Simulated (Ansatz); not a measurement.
Working through harmonic frequencies at the relaxed geometry of C2H3BCl2S, SMILES ClB(Cl)C1CS1

Computed with the Python package of Ansatz (0.2.0).

`c2h3bcl2s.xyz`
```text
9

Cl    2.09620   -1.42680   -0.58310
B     1.32750    0.14600   -0.00190
Cl    2.40630    1.60710    0.31730
C    -0.17110    0.14180    0.53920
C    -1.18880   -0.37180   -0.38410
S    -1.19030    1.46370   -0.24020
H    -0.37500    0.00810    1.62210
H    -2.06410   -0.84320    0.10950
H    -0.84060   -0.72500   -1.37880
```

Run as a notebook:

In [1]:
```python
import warnings

import ansatz as az
from ase import Atoms
from ase.thermochemistry import IdealGasThermo
import numpy as np

BASIS_SET = "6-31G*"
XC = "B3LYP"
DISPERSION = "d4"
```

In [2]:
```python
warnings.simplefilter("ignore", az.DeckWarning)
```

In [3]:
```python
molecule = az.Crystal.molecule_from_extxyz("c2h3bcl2s.xyz")
```

In [4]:
```python
base = (
    molecule.calculation()
    .basis(gaussian=BASIS_SET)
    .functional(XC, dispersion=DISPERSION)
)
symbols = [site.symbol for site in molecule.cartesian_sites]
start = np.array([site.position_ang for site in molecule.cartesian_sites], dtype=float)
data = base.relax(force_tolerance=0.003).run().report
end = np.array(data["positions_ang"])

print("final positions (A) and the move of each atom")
for symbol, xyz, old in zip(symbols, end, start):
    print(f"{symbol:2s} {xyz[0]:10.5f} {xyz[1]:10.5f} {xyz[2]:10.5f}   {np.linalg.norm(xyz - old):7.4f}")
```
```text
final positions (A) and the move of each atom
Cl    1.91719   -0.77075   -1.29693    0.9859
B     1.34709    0.17983    0.07411    0.0855
Cl    2.51025    1.13517    0.99142    0.8294
C    -0.14239    0.19432    0.50374    0.0696
C    -1.19656   -0.50114   -0.27358    0.1703
S    -1.05060    1.26377   -0.73922    0.5554
H    -0.37843    0.46143    1.53143    0.4623
H    -2.11263   -0.75704    0.25222    0.1736
H    -0.89382   -1.20569   -1.04320    0.5887
```

In [5]:
```python
minimum = az.Crystal.molecule()
for symbol, place in zip(symbols, end):
    minimum = minimum.atom(symbol, place.tolist())
vibrating = minimum.calculation()
vibrating = vibrating.basis(gaussian=BASIS_SET)
vibrating = vibrating.functional(XC, dispersion=DISPERSION).phonons(temperatures=(298.15, 498.15, 100))
vib = vibrating.run().report["vibrations"]
sums = vib["harmonic_sums"]
modes = [m["omega_inv_cm"] for m in sums["modes_at_gamma"] if m["rigid_motion"] == "no"]
print("frequencies (1/cm):", " ".join(f"{w:.0f}" for w in modes))
print("imaginary modes:", sum(w < 0 for w in modes), " zero-point energy:", round(sums["zero_point_energy_ev"], 4), "eV")
gas = IdealGasThermo(vib_energies=[w / 8065.544 for w in modes if w > 0], geometry="linear" if len(modes) == 3 * len(symbols) - 5 else "nonlinear",
                     atoms=Atoms(symbols, positions=end), symmetrynumber=1, spin=0.0)
print(f"H(298 K) - E = {gas.get_enthalpy(298.15, verbose=False):.4f} eV")
print(f"S(298 K, 1 bar) = {96485.33 * gas.get_entropy(298.15, 1e5, verbose=False):.1f} J/(mol K) with symmetry number 1")
```
```text
frequencies (1/cm): 54 122 189 267 381 478 547 606 670 926 951 967 1040 1104 1131 1177 1379 1510 3154 3176 3242
imaginary modes: 0  zero-point energy: 1.4303 eV
H(298 K) - E = 1.6378 eV
S(298 K, 1 bar) = 355.9 J/(mol K) with symmetry number 1
```

Reading the output:
- The frequencies are harmonic and unscaled, in a modest basis. The result belongs to the one conformer reached from this start, and soft torsions count as harmonic oscillators.
- b3lyp holds the VWN-RPA fit, as in Gaussian; the form of ORCA and Turbomole is b3lyp5.
- The entropy takes a symmetry number of 1; a symmetric molecule's is lower by R ln(sigma).
- Finished in 6.3 min on 1 thread of Arm Neoverse V1 (shared host), peak memory 0.39 GiB.

(Lines on the test bed's own set-up are left out of the output.)
